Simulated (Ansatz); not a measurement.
# AlGa₂H (triplet): the correlation ladder, cc-pVTZ

Aim: climb from Hartree-Fock through coupled cluster for AlGa₂H (triplet) at one geometry and basis, and see what each rung misses.

Computed with Ansatz 0.2.0, Gaussian basis. Level: cc-pVTZ, core rule «outside noble gas», up to 33 orbitals frozen.

To be run: UHF; CCSD(T) on ROHF; CCSD(T) on UHF; BCCD(T) on ROHF; CCSDT(Q) on ROHF; CCSDT(Q) on UHF.

6 further runs of the same task are left out: 6 set aside as unsound or not needed. Runs told in other sessions of the task aren't counted.

### Step 1. The system

The geometry is a PBE0/def2-TZVP stationary point (not a proven minimum). No spin-orbit coupling is included. The filled d shell of Ga may be among the frozen orbitals whatever the setting's name suggests.

4 atoms, charge 0, spin multiplicity 3.

Atoms are counted from 1 here; the program's logs count them from 0.

Bond lengths: Al1–Ga2 2.457 Å, Al1–Ga3 2.563 Å, Ga2–H4 1.590 Å. Angles: Ga2–Al1–Ga3 68.7°, Al1–Ga2–H4 164.6°.

### Step 2. UHF

Contents of in.yaml:

```yaml
crystal:
  periodic: [false, false, false]
  atoms:
    - {symbol: Al, position_ang: [0.000000, 1.743795, 0.031076]}
    - {symbol: Ga, position_ang: [0.000000, -0.301539, 1.392894]}
    - {symbol: Ga, position_ang: [0.000000, -0.353844, -1.442415]}
    - {symbol: H, position_ang: [0.000000, -1.344351, 2.593686]}
basis:
  gaussian: {orbitals: cc-pVTZ}
magnetization: {spin_polarized: true, initial_magnetization: 2}
hamiltonian: {xc: hf}
output: {orbitals: {seedname: orbitals}}
```

The run is started by

```console
$ ansatz run in.yaml --threads 1 --pin off --events-out ev --progress --plain --max-ram 4096MiB --backend cpu
```

Further steps of the session: CCSD(T) on ROHF; CCSD(T) on UHF; BCCD(T) on ROHF; CCSDT(Q) on ROHF; CCSDT(Q) on UHF.

Q: Predict the results of all the runs planned. Wanted: RCCSDT(Q) from the RHF energy; RMP2 from RCCSDT(Q); UMP2 from RCCSDT(Q); RCCSD from RCCSDT(Q); RCCSD(T) from RCCSDT(Q); UCCSD(T) from RCCSDT(Q); UCCSDT(Q) from RCCSDT(Q); T1 diagnostic.

As calculated:

```
                         quantity                      value
    RCCSDT(Q) from the ROHF energy                 -6.3923 eV
              RMP2 from RCCSDT(Q)              +117.5 kJ/mol
              UMP2 from RCCSDT(Q)              +147.1 kJ/mol
             RCCSD from RCCSDT(Q)               +46.0 kJ/mol
          RCCSD(T) from RCCSDT(Q)                +8.0 kJ/mol
          UCCSD(T) from RCCSDT(Q)                +9.2 kJ/mol
         UCCSDT(Q) from RCCSDT(Q)                -0.6 kJ/mol
levels within 1 kcal/mol (43 meV)  RCCSDT, UCCSDT, UCCSDT(Q)
                    T1 diagnostic                      0.027
```

What this shows: RCCSD(T) lands +8.0 kJ/mol from the yardstick (1.3 % of the correlation energy). These misses are within one basis, not against nature; the frozen cores of restricted and unrestricted runs differ, which can shift their rows.
